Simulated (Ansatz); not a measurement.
Run this with Ansatz's Python interface and show what comes out.

`run_bend.py`
```python
'''Bending curve of CH5GeNO.'''

import ansatz
from ase import Atoms


def main() -> None:
    atoms = Atoms(['N', 'C', 'O', 'Ge', 'H', 'H', 'H', 'H', 'H'], positions=[
        (0.7303, 0.8498, -1.2363),
        (0.5229, 0.3994, -0.0629),
        (1.4092, 0.6999, 0.9284),
        (-0.8709, -0.7616, 0.317),
        (0.0144, 0.6704, -2.0373),
        (2.2324, 1.3231, 0.7651),
        (-2.173, -0.2968, -0.4527),
        (-0.5404, -2.1966, -0.1227),
        (-1.2363, -0.7338, 1.8843),
    ])

    # start the scan from a relaxed geometry
    first = (
        ansatz.Crystal.molecule_from_ase(atoms).calculation()
        .basis(gaussian='def2-SVP')
        .functional('B3LYP', dispersion='d3bj')
        .relax(force_tolerance=0.02, max_steps=80)
    )
    atoms.positions = first.run(threads=1, pin='off').report['positions_ang']

    rows = []
    for angle in [90, 100, 110, 120, 135, 150, 165, 179]:
        bent = atoms.copy()
        bent.set_angle(1, 2, 5, angle, indices=[5])
        model = ansatz.Crystal.molecule_from_ase(bent).calculation()
        model = model.basis(gaussian='def2-SVP')
        model = model.functional('B3LYP', dispersion='d3bj')
        rows.append((angle, model.run(threads=1, pin='off').report['free_energy_ev']))
    floor = min(e for _, e in rows)
    for angle, e in rows:
        print(f'angle C1-O2-H5 = {angle:3d} deg   {1000 * (e - floor):9.1f} meV')


if __name__ == '__main__':
    main()
```

```console
$ python run_bend.py
angle C1-O2-H5 =  90 deg       214.8 meV
angle C1-O2-H5 = 100 deg        22.6 meV
angle C1-O2-H5 = 110 deg         0.0 meV
angle C1-O2-H5 = 120 deg       108.9 meV
angle C1-O2-H5 = 135 deg       440.0 meV
angle C1-O2-H5 = 150 deg       858.3 meV
angle C1-O2-H5 = 165 deg      1222.1 meV
angle C1-O2-H5 = 179 deg      1397.1 meV
```

Reading the output:
- The scan is rigid, and the energies are electronic, in a modest basis. The zero is the lowest point of the grid, which needn't be the minimum.
- b3lyp holds the VWN-RPA fit, as in Gaussian; the form of ORCA and Turbomole is b3lyp5.
- It ran for 97 s on 1 thread of Arm Neoverse V1, on a shared host, peak memory 0.29 GiB.
